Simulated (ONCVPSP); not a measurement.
**An ONCV potential for erbium, from input to tests**

Aim: build the potential from the settings below, then test how well it stands in for the atom: other configurations, scattering, ghost states and the plane-wave cutoff that it needs.

Program: ONCVPSP 4.0.1. Reference atom: LDA (Perdew-Wang 92), scalar-relativistic, spherical and spin-unpolarised. All values are calculated.

**1. The design**

The settings as typed:

```
element                 : erbium (Er, Z = 68)
type                    : optimised norm-conserving Vanderbilt (ONCV)
frozen core             : [Kr]
valence charge          : 32
reference configuration : 4d10 4f11 5s2 5p6 5d1 6s2
partial waves           : 5s+6s: rc 1.75 bohr, ncon 4, nbas 8, qcut 6.3 1/bohr, 2 projectors; 5p: rc 2.10 bohr, ncon 3, nbas 8, qcut 5.3 1/bohr, 2 projectors, debl 3.1 Ha; 4d+5d: rc 0.90 bohr, ncon 4, nbas 8, qcut 17.2 1/bohr, 2 projectors; 4f: rc 0.90 bohr, ncon 3, nbas 8, qcut 19.8 1/bohr, 1 projector
local potential         : polynomial inside 0.70 bohr (lpopt 4, dvloc0 0 Ha)
core correction         : Teter function, fcfact 3, rcfact 1.35
```

The outer shells as boxes (Hund's rule for the drawing; the calculation is spin-unpolarised):

```
[Kr] core
4d [↑↓][↑↓][↑↓][↑↓][↑↓]
4f [↑↓][↑↓][↑↓][↑↓][↑ ][↑ ][↑ ]
5s [↑↓]
5p [↑↓][↑↓][↑↓]
5d [↑ ][  ][  ][  ][  ]
6s [↑↓]
```

An earlier all-electron run gives the scale for the radii.

All-electron outer shells of the reference configuration (LDA (PZ), scalar-relativistic, ld1.x):

| shell | level (eV) | outermost node (bohr) | outermost maximum (bohr) |
| --- | --- | --- | --- |
| 4p | -321.39 | 0.27 | 0.49 |
| 4d | -172.44 | 0.25 | 0.51 |
| 5s | -56.15 | 0.60 | 1.10 |
| 5p | -29.87 | 0.65 | 1.26 |
| 4f | -9.67 | – | 0.51 |
| 6s | -4.56 | 1.49 | 3.14 |
| 5d | -2.26 | 0.73 | 1.90 |
| 6p | -1.39 | 1.81 | 4.40 |

**2. The generation run**

Contents of Er.dat:

```
# ATOM AND REFERENCE CONFIGURATION
# atsym  z   nc   nv     iexc    psfile
  Er 68.00    8    6  -001012      upf
#
#   n    l    f
    1    0    2.00
    2    0    2.00
    2    1    6.00
    3    0    2.00
    3    1    6.00
    3    2   10.00
    4    0    2.00
    4    1    6.00
    4    2   10.00
    4    3   11.00
    5    0    2.00
    5    1    6.00
    5    2    1.00
    6    0    2.00
#
# PSEUDOPOTENTIAL AND OPTIMIZATION
# lmax
    3
#
#   l,   rc,      ep,       ncon, nbas, qcut
    0    1.75    0.00    4    8    6.30
    1    2.10    0.00    3    8    5.30
    2    0.90    0.00    4    8   17.20
    3    0.90    0.00    3    8   19.80
#
# LOCAL POTENTIAL
# lloc, lpopt,  rc(5),   dvloc0
    4    4    0.70    0.00
#
# VANDERBILT-KLEINMAN-BYLANDER PROJECTORs
# l, nproj, debl
    0    2    1.80
    1    2    3.10
    2    2    2.80
    3    1    0.80
#
# MODEL CORE CHARGE
# icmod, fcfact, rcfact
    3    3.00    1.35
#
# LOG DERIVATIVE ANALYSIS
# epsh1, epsh2, depsh
   -8.00    5.00    0.04
#
# OUTPUT GRID
# rlmax, drl
    6.00    0.01
#
# TEST CONFIGURATIONS
# ncnf
    4
# nvcnf
#   n    l    f
    6
    4    2   10.00
    4    3   12.00
    5    0    2.00
    5    1    6.00
    5    2    0.00
    6    0    2.00
#
    6
    4    2   10.00
    4    3   12.00
    5    0    2.00
    5    1    6.00
    5    2    0.00
    6    0    1.00
#
    6
    4    2   10.00
    4    3   12.00
    5    0    2.00
    5    1    6.00
    5    2    0.00
    6    0    0.00
#
    6
    4    2   10.00
    4    3   11.00
    5    0    2.00
    5    1    6.00
    5    2    0.00
    6    0    0.00
#
```

Launch:

```
$ oncvpsp.x < Er.dat > Er.out
```

Q: Predict the outcome of this session. Wanted: cutoffs for 1 and 0.1 mHa per electron, occupied waves; bound ghosts; GHOST(+) flags; largest miss of a reference level; largest test error; largest phase difference near zero energy, channels read; rms error of d²Exc/dn², without and with the model core.

The runs gave:

| quantity | value |
| --- | --- |
| cutoffs for 1 and 0.1 mHa per electron, occupied waves | 158 Ha and 173 Ha |
| bound ghosts | s at -294.13 eV |
| GHOST(+) flags | p at 8 eV |
| largest miss of a reference level | 12 meV (4d) |
| largest test error (AE − PS) | +20 meV, for 4d10 4f12 5s2 5p6 5d0 6s0 (1 test unsolved) |
| largest phase difference near zero energy, channels read | 3.044 rad |
| rms error of d²Exc/dn², without and with the model core | 3.76 and 2.65 mHa |

In words: It has a bound ghost (s), a state that the atom doesn't have, and that rules the file out. By total energies transferability is good where solved: the largest error is 20 meV on 13.9 eV, for 4d10 4f12 5s2 5p6 5d0 6s0. Atomic tests can pass in spite of a ghost, since they solve only for the levels asked. Of the tests 1 gave no usable energy difference, which is a warning in itself. It counts as very hard, with 158 Ha needed at the looser tolerance. At the looser tolerance the 4f wave is the slowest; 4d needs 116 Ha. Near zero energy the largest phase difference among the channels read is 3.04 rad, in the p channel. A step near π is an extra or missing state, not a misfit of shape. The pseudo curves have a pole with no partner nearby in the atom's: p at 0.32 Ha. At positive energy that is a spurious or a displaced resonance. The program also flags highly localised states, GHOST(+) (p).
